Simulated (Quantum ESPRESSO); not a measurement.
Here is a Quantum ESPRESSO 7.5 calculation.

The input pw.in:

```
&CONTROL
  calculation = 'scf'
  prefix = 'pwscf'
  outdir = './tmp'
  pseudo_dir = './pseudo'
  tprnfor = .true.
  tstress = .true.
  disk_io = 'low'
/
&SYSTEM
  ibrav = 0
  nat = 4
  ntyp = 2
  ecutwfc = 55
  ecutrho = 440
  nbnd = 38
  input_dft = 'pbesol'
  occupations = 'smearing'
  smearing = 'fd'
  degauss = 0.00367493
  nspin = 2
  starting_magnetization(1) = 0.0833
  starting_magnetization(2) = 0
/
&ELECTRONS
  conv_thr = 8d-10
  electron_maxstep = 120
  mixing_beta = 0.3
/
ATOMIC_SPECIES
Ce   140.1160 Ce.paw.z_12.atompaw.wentzcovitch.v1.2.upf
In   114.8180 In.pbe-dn-rrkjus_psl.0.2.2.UPF
CELL_PARAMETERS angstrom
   4.6907400000    0.0000000000    0.0000000000
   0.0000000000    4.6907400000    0.0000000000
   0.0000000000    0.0000000000    4.6907400000
ATOMIC_POSITIONS crystal
Ce     0.0000000000    0.0000000000    0.0000000000
In     0.5000000000    0.5000000000    0.0000000000
In     0.5000000000    0.0000000000    0.5000000000
In     0.0000000000    0.5000000000    0.5000000000
K_POINTS automatic
6 6 6 0 0 0
```

The input pp_density.in:

```
&INPUTPP
  prefix = 'pwscf'
  outdir = './tmp'
  filplot = 'density.dat'
  plot_num = 0
/
&PLOT
  nfile = 1
  filepp(1) = 'density.dat'
  iflag = 3
  output_format = 6
  fileout = 'density.cube'
/
```

The input pp_potential.in:

```
&INPUTPP
  prefix = 'pwscf'
  outdir = './tmp'
  filplot = 'potential.dat'
  plot_num = 11
/
&PLOT
  nfile = 1
  filepp(1) = 'potential.dat'
  iflag = 3
  output_format = 6
  fileout = 'potential.cube'
/
```

Contents of pp_spin.in:

```
&INPUTPP
  prefix = 'pwscf'
  outdir = './tmp'
  filplot = 'spin.dat'
  plot_num = 6
/
&PLOT
  nfile = 1
  filepp(1) = 'spin.dat'
  iflag = 3
  output_format = 6
  fileout = 'spin.cube'
/
```

Potentials or basis: SSSP 1.3 efficiency PBE.

The run is started by

```console
$ OMP_NUM_THREADS=1 mpirun -n 2 pw.x -nk 2 -in pw.in > pw.out
$ OMP_NUM_THREADS=1 mpirun -n 1 pp.x -in pp_density.in > pp_density.out
$ OMP_NUM_THREADS=1 mpirun -n 1 pp.x -in pp_potential.in > pp_potential.out
$ OMP_NUM_THREADS=1 mpirun -n 1 pp.x -in pp_spin.in > pp_spin.out
```

Question: What does it give for the pressure?

Answer: -2.5 GPa.

Question: Estimate the net moment.

Answer: 0.76 μB per cell.

Caveat: the potentials were made for another functional, which shifts forces and pressure; the magnetic or orbital state may not be the lowest. The state reached can hang on the start; a lower one may exist.
